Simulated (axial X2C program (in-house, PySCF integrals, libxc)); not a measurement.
**HfCl⁺: properties at the nuclei**

Wanted for HfCl⁺: properties at the nuclei, at the two-component level.

The runs use an in-house X2C program for linear molecules on PySCF integrals; two-component X2C with atomic mean-field terms, Hf dyall-cv3z, Cl dyall-av3z.

All values are calculated.

## 1. Set-up

task.json reads:

```json
{"zs": [72, 17], "q": 1, "bas": ["dyall-cv3z", "dyall-av3z"], "r0": 2.51, "levels": ["PBE0", "HF", "PBE50", "B3LYP", "TPSSh"], "nst": 3}
```

Keys: zs atomic numbers; q charge; bas basis sets; r0 starting distance in Å; levels methods (HF also brings MP2); nst determinants followed.

Run with:

```console
python soeom.py task.json out
```

Nuclei are Gaussian, cores are contracted, and the Gaunt term is on.

## 2. Expectation values, lowest determinant

R = 2.219 Å. State: Ω = 1 (excess of +ω over −ω: ω = -1/2, ω = 3/2).

Output of the PBE0 run:

```text
two-component X2C + atomic mean field  PBE0
basis functions 247  fitting functions 1222  grid points 5079
iter        total energy     max residual
   1     -15537.655325912     5.93e-06
   2     -15537.655325913     1.41e-05
   3     -15537.655325914     1.83e-06
converged
one-electron -21878.60936757  Coulomb 6402.61435623  exact exchange -83.80206213  xc functional -256.96603400  nuclear repulsion 291.89405415  atomic mean-field constant -12.78627260
```

The highest occupied spinor is 98% Hf d.

```tsv
level	Eeff magnitude (GV/cm)	Ws magnitude Hf (kHz)	A∥/gI Hf (MHz)	qzz Hf (a.u.)	A∥/gI Cl (MHz)	qzz Cl (a.u.)
PBE0	19.8	17.4	-5000	-1.38	-23.6	0.39
HF	23.2	20.2	-5010	-2.72	-13.7	0.26
PBE50	18.8	16.4	-5020	-1.81	-20	0.39
B3LYP	22.1	19.4	-5130	-1.27	-25.6	0.38
TPSSh	17.1	14.9	-4820	-1.27	-21	0.35
```

Eeff is the effective electric field on the electron dipole moment in this Ω state and Ws the scalar–pseudoscalar constant (defined with the proton number Z and per Ω); A∥ is the parallel hyperfine constant, which follows by multiplying with the nuclear g factor gI = μI/(I μN); qzz is the electric field gradient, eQq0 = 234.96 MHz × Q/barn × qzz. The operators were transformed with the bare-nucleus X2C matrices.

## 3. Expectation values, a higher determinant

R = 2.219 Å. State: Ω = 0 (closed shell), 0.21 eV above the lowest in the PBE0 search for states (made at or near this distance, with looser thresholds).

Output of the PBE0 run:

```text
two-component X2C + atomic mean field  PBE0
basis functions 247  fitting functions 1222  grid points 5079
iter        total energy     max residual
   1     -15537.647741212     1.48e-06
   2     -15537.647741212     1.72e-06
converged
one-electron -21873.87617097  Coulomb 6397.75575380  exact exchange -83.76319045  xc functional -256.87191514  nuclear repulsion 291.89405415  atomic mean-field constant -12.78627260
```

The highest occupied spinor is 54% Hf s, 29% Hf d, 8% Cl p.

```tsv
level	qzz Hf (a.u.)	qzz Cl (a.u.)
PBE0	-5.78	0.40
HF	-7.92	0.38
PBE50	-6.46	0.45
B3LYP	-5.67	0.37
TPSSh	-5.72	0.34
```

## 4. Expectation values, a higher determinant

R = 2.219 Å. State: Ω = 3 (excess of +ω over −ω: ω = 1/2, ω = 5/2), 0.38 eV above the lowest in the PBE0 search for states (made at or near this distance, with looser thresholds).

Output of the PBE0 run:

```text
two-component X2C + atomic mean field  PBE0
basis functions 247  fitting functions 1222  grid points 5079
iter        total energy     max residual
   1     -15537.641283395     1.03e-05
   2     -15537.641283411     1.58e-05
   3     -15537.641283414     4.18e-06
   4     -15537.641283417     1.53e-06
   5     -15537.641283418     8.75e-07
converged
one-electron -21878.17177555  Coulomb 6402.18343488  exact exchange -83.80101689  xc functional -256.95970741  nuclear repulsion 291.89405415  atomic mean-field constant -12.78627260
```

The highest occupied spinor is 98% Hf d.

```tsv
level	Eeff magnitude (GV/cm)	Ws magnitude Hf (kHz)	A∥/gI Hf (MHz)	qzz Hf (a.u.)	A∥/gI Cl (MHz)	qzz Cl (a.u.)
PBE0	19	5.63	2240	-1.67	7.31	0.39
HF	22.3	6.54	2090	-2.83	-0.434	0.28
PBE50	17.9	5.29	2200	-2.04	4.32	0.40
B3LYP	21.3	6.34	2290	-1.55	8.52	0.38
TPSSh	16.4	4.84	2200	-1.60	7.81	0.35
```

## 5. Outcome

| quantity | value |
| --- | --- |
| lowest determinant | Ω = 1 (excess of +ω over −ω: ω = -1/2, ω = 3/2) |
| Eeff magnitude (GV/cm), PBE0 | 19.8 |
| Ws magnitude Hf (kHz), PBE0 | 17.4 |
| A∥/gI Hf (MHz), PBE0 | -5000 |
| qzz Hf (a.u.), PBE0 | -1.38 |
| higher determinant | Ω = 0 (closed shell) |
| qzz Hf (a.u.), PBE0, higher determinant | -5.78 |
| qzz Cl (a.u.), PBE0, higher determinant | 0.40 |
| higher determinant | Ω = 3 (excess of +ω over −ω: ω = 1/2, ω = 5/2) |
| Eeff magnitude (GV/cm), PBE0, higher determinant | 19 |
| Ws magnitude Hf (kHz), PBE0, higher determinant | 5.63 |
| A∥/gI Hf (MHz), PBE0, higher determinant | 2240 |
| qzz Hf (a.u.), PBE0, higher determinant | -1.67 |

**Reading.** In the first state, the effective field runs from 17.1 to 23.2 GV/cm over the mean-field levels. The expectation values come from single determinants, which for open shells can mix terms of unlike spin or miss the lowest Ω, so a determinant need not be a state. Eeff is the effective electric field on the electron dipole moment in this Ω state and Ws the scalar–pseudoscalar constant (defined with the proton number Z and per Ω); A∥ is the parallel hyperfine constant, which follows by multiplying with the nuclear g factor gI = μI/(I μN); qzz is the electric field gradient, eQq0 = 234.96 MHz × Q/barn × qzz. The operators were transformed with the bare-nucleus X2C matrices.
